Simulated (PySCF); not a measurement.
# C4H3F3O2: spin-spin couplings

Wanted: the spin-spin couplings of C4H3F3O2 (`O=C1CO[C@@H]1C(F)(F)F`), by calculation.

Computed with PySCF 2.14.0, with density-fitted response routines of our own, on a single molecule in the gas phase. Atoms are numbered from 0 throughout.

**1. Starting geometry**

12 atoms, charge 0, multiplicity 1; geometry from: GFN2-xTB.

Bonds of the start (Å): O0–C1 1.19, C1–C2 1.51, C2–O3 1.44, O3–C4 1.42, C4–C5 1.53, C5–F6 1.34, C5–F7 1.33, C5–F8 1.34, C4–C1 1.53, C2–H9 1.09, C2–H10 1.09, C4–H11 1.10.

**2. Spin-spin couplings: B3LYP/pcJ-1**

What the job is given:

```
{"job": {"kind": "j", "xc": "B3LYP", "basis": "pcJ-1"}, "charge": 0, "multiplicity": 1}
O      0.672968     0.856291     1.976122
C      0.704227     0.316314     0.921476
C      1.634249     0.223658    -0.262685
O      0.737553    -0.699091    -0.898973
C     -0.221391    -0.632336     0.149556
C     -1.542036    -0.002950    -0.301411
F     -1.353934     1.187548    -0.878567
F     -2.190786    -0.768793    -1.181406
F     -2.363616     0.183714     0.736946
H      2.615921    -0.214230    -0.066871
H      1.746495     1.152156    -0.829538
H     -0.438453    -1.602966     0.609323
```

Level: B3LYP/pcJ-1 indirect spin-spin coupling, non-relativistic, gas phase.

Predict these results of the whole session: largest coupling of the table (B3LYP/pcJ-1).

As calculated:

| quantity | value |
| --- | --- |
| largest coupling of the table (B3LYP/pcJ-1) | ¹J(C,F) C5–F6, -351.3 Hz |

In words: In the run at B3LYP/pcJ-1, the largest coupling of the table is C5–F6 (mean over like pairs), -351.3 Hz, of which the Fermi-contact term gives -324.7 Hz. Couplings across rotatable bonds belong to this one conformer; where others are populated, the observed values are averages. Density functionals describe couplings to fluorine poorly, F–F couplings above all, so those rows are rough.
